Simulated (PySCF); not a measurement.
# CH8N2SSi3: the cost of one run

Programs: PySCF 2.14.0, with density-fitted response routines of our own. Each step states its level of theory. These are calculated values for one molecule in the gas phase, unless marked as measured. Atoms count from 0, in the outputs and in this text.

### 1 The molecule as given

15 atoms, charge 0, multiplicity 1; geometry from: GFN2-xTB.

Bonds of the start (Å): N0–C1 1.14, C1–Si2 1.87, Si2–S3 2.14, Si2–N4 1.72, N4–Si5 1.76, N4–Si6 1.75, Si2–H7 1.46, S3–H8 1.33, Si5–H9 1.46, Si5–H10 1.46, Si5–H11 1.46, Si6–H12 1.46, Si6–H13 1.46, Si6–H14 1.46.

### 2 Excited states and response: wB97X-D/def2-SVPD

What the job is given:

```
{"job": {"kind": "uv", "xc": "wB97X-D", "basis": "def2-SVPD", "nstates": 8, "ntriplets": 3}, "charge": 0, "multiplicity": 1}
N      1.927575     2.442275     1.333070
C      1.645213     1.621793     0.586015
Si     1.192716     0.277068    -0.631783
S      2.401393    -1.423570    -0.134504
N     -0.469388    -0.132208    -0.460154
Si    -0.971971    -1.798349    -0.195459
Si    -1.653163     1.162377    -0.429421
H      1.534310     0.747676    -1.972429
H      3.516333    -0.744083     0.100435
H     -2.409016    -1.824191    -0.439203
H     -0.249572    -2.621779    -1.161751
H     -0.651900    -2.169228     1.181731
H     -0.987821     2.332579    -0.997113
H     -2.774305     0.739833    -1.262421
H     -2.054817     1.397797     0.955417
```

Method: TDDFT wB97X-D/def2-SVPD, vertical, gas phase, core orbitals frozen in the response.

Started as:

```console
> OMP_NUM_THREADS=1 python probes_run.py task.json out
```

The driver reads the jobs from task.json and runs them one after another.

**Question.** How long does this job take on 1 thread of Intel Xeon at 2.50GHz, shared host, and how much memory does it need?

About 2.3 min, with a peak of 0.98 GiB.
